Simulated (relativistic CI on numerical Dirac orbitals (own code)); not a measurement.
# Nd²⁺ (4f4) in crystal fields: levels and magnetism

How does a crystal field split the 4f4 shell of Nd²⁺, and what follows for the ground state and χT? 6 fields tried.

Method: Dirac-Coulomb-Breit CI, KLI orbitals optimised for each configuration, model QED (radiative potential, 1s self-energy scaled to tabulated hydrogen-like ionisation energies), valence Slater integrals scaled by 0.8, one configuration in a parametric crystal field. Code: relativistic CI on numerical Dirac orbitals (own code) version 1.

## (1) What is computed

| Property | Result |
| --- | --- |
| ion | Nd²⁺ (Nd III) |
| nuclear charge | 60 |
| electrons | 58 |
| open shell | 4f4 |
| Slater scale | 0.8 |
| field 1 (cm⁻¹) | D3h, B20 = 100, B40 = 110, B60 = 130, B66 = 300 |
| field 2 (cm⁻¹) | Oh, B40 = -1490, B60 = -320 |
| field 3 (cm⁻¹) | C2v, B20 = -400, B22 = -20, B40 = 480, B42 = 230, B44 = 300, B60 = -90, B62 = 210, B64 = -160, B66 = 0 |
| field 4 (cm⁻¹) | C2v, B20 = 160, B22 = 0, B40 = -240, B42 = -70, B44 = -150, B60 = -110, B62 = -50, B64 = -110, B66 = 390 |
| field 5 (cm⁻¹) | D4h, B20 = 1180, B40 = -140, B44 = 710, B60 = -330, B64 = 170 |
| field 6 (cm⁻¹) | D4h, B20 = -110, B40 = 1300, B44 = 520, B60 = 220, B64 = 60 |

The outer shells:

[Xe] 4f4
```
[Xe] core
4f [↑ ][↑ ][↑ ][↑ ][  ][  ][  ]
```

## (2) Field 1: D3h, B20 = 100, B40 = 110, B60 = 130, B66 = 300

Input settings:

```ini
atom Nd  Z=60  charge=2  electrons=58
nucleus A=142  rms_radius_fm=4.9123
hamiltonian dirac-coulomb  breit=on  qed=on  c_scale=1
orbitals kli  potential=per-configuration
slater_scale 0.8
correlation none
mixing on
configurations
  [Xe] 4f4
end
crystal_field D3h B20=100 B40=110 B60=130 B66=300
```

## (3) Field 2: Oh, B40 = -1490, B60 = -320

Changes to the settings of step 2:

```diff
@@ -10,2 +10,2 @@
 end
-crystal_field D3h B20=100 B40=110 B60=130 B66=300
+crystal_field Oh B40=-1490 B60=-320
```

## (4) Field 3: C2v, B20 = -400, B22 = -20, B40 = 480, B42 = 230, B44 = 300, B60 = -90, B62 = 210, B64 = -160, B66 = 0

Changes to the settings of step 3:

```diff
@@ -10,2 +10,2 @@
 end
-crystal_field Oh B40=-1490 B60=-320
+crystal_field C2v B20=-400 B22=-20 B40=480 B42=230 B44=300 B60=-90 B62=210 B64=-160 B66=0
```

## (5) Field 4: C2v, B20 = 160, B22 = 0, B40 = -240, B42 = -70, B44 = -150, B60 = -110, B62 = -50, B64 = -110, B66 = 390

Changes to the settings of step 4:

```diff
@@ -10,2 +10,2 @@
 end
-crystal_field C2v B20=-400 B22=-20 B40=480 B42=230 B44=300 B60=-90 B62=210 B64=-160 B66=0
+crystal_field C2v B20=160 B22=0 B40=-240 B42=-70 B44=-150 B60=-110 B62=-50 B64=-110 B66=390
```

## (6) Field 5: D4h, B20 = 1180, B40 = -140, B44 = 710, B60 = -330, B64 = 170

Changes to the settings of step 5:

```diff
@@ -10,2 +10,2 @@
 end
-crystal_field C2v B20=160 B22=0 B40=-240 B42=-70 B44=-150 B60=-110 B62=-50 B64=-110 B66=390
+crystal_field D4h B20=1180 B40=-140 B44=710 B60=-330 B64=170
```

## (7) Field 6: D4h, B20 = -110, B40 = 1300, B44 = 520, B60 = 220, B64 = 60

Changes to the settings of step 6:

```diff
@@ -10,2 +10,2 @@
 end
-crystal_field D4h B20=1180 B40=-140 B44=710 B60=-330 B64=170
+crystal_field D4h B20=-110 B40=1300 B44=520 B60=220 B64=60
```

(Steps that only read results are left out.)

Before running it: what results should come out? Wanted: ground spin.

**Answer**, as computed:

| field | ground state | degeneracy | S | J | first gap (cm⁻¹) | stabilisation (cm⁻¹) | χT at 2 K | χT at 300 K |
| --- | --- | --- | --- | --- | --- | --- | --- | --- |
| 1: D3h | - | 1 | 1.98 | 4.00 | 35 | -60 | 0.051 | 1.047 |
| 2: Oh | E | 2 | 1.98 | 4.02 | 38 | -151 | 0.040 | 0.999 |
| 3: C2v | - | 1 | 1.98 | 4.00 | 19 | -78 | 0.064 | 1.045 |
| 4: C2v | - | 1 | 1.98 | 4.00 | 3 | -59 | 0.076 | 1.041 |
| 5: D4h | B2 | 1 | 1.98 | 4.00 | 3 | -111 | 0.387 | 1.040 |
| 6: D4h | E | 2 | 1.98 | 4.00 | 61 | -120 | 0.348 | 1.038 |

χT is in cm³ K/mol; stabilisation counts from the free ion's lowest level; S and J come from the expectation values of their squares.

| quantity | value |
| --- | --- |
| ground spin (effective S from ⟨S²⟩) | 1: 1.98, 2: 1.98, 3: 1.98, 4: 1.98, 5: 1.98, 6: 1.98 |
| χT at 300 K | 1.00 to 1.05 cm³ K/mol |

All fields leave the ground state at S = 2. J stays near 4: the field splits the free-ion level without mixing it much with others. Fields 1, 3, 4 leave a non-degenerate ground state well apart, so χT falls towards zero on cooling. The field is a set of parameters, without covalency or charge transfer.
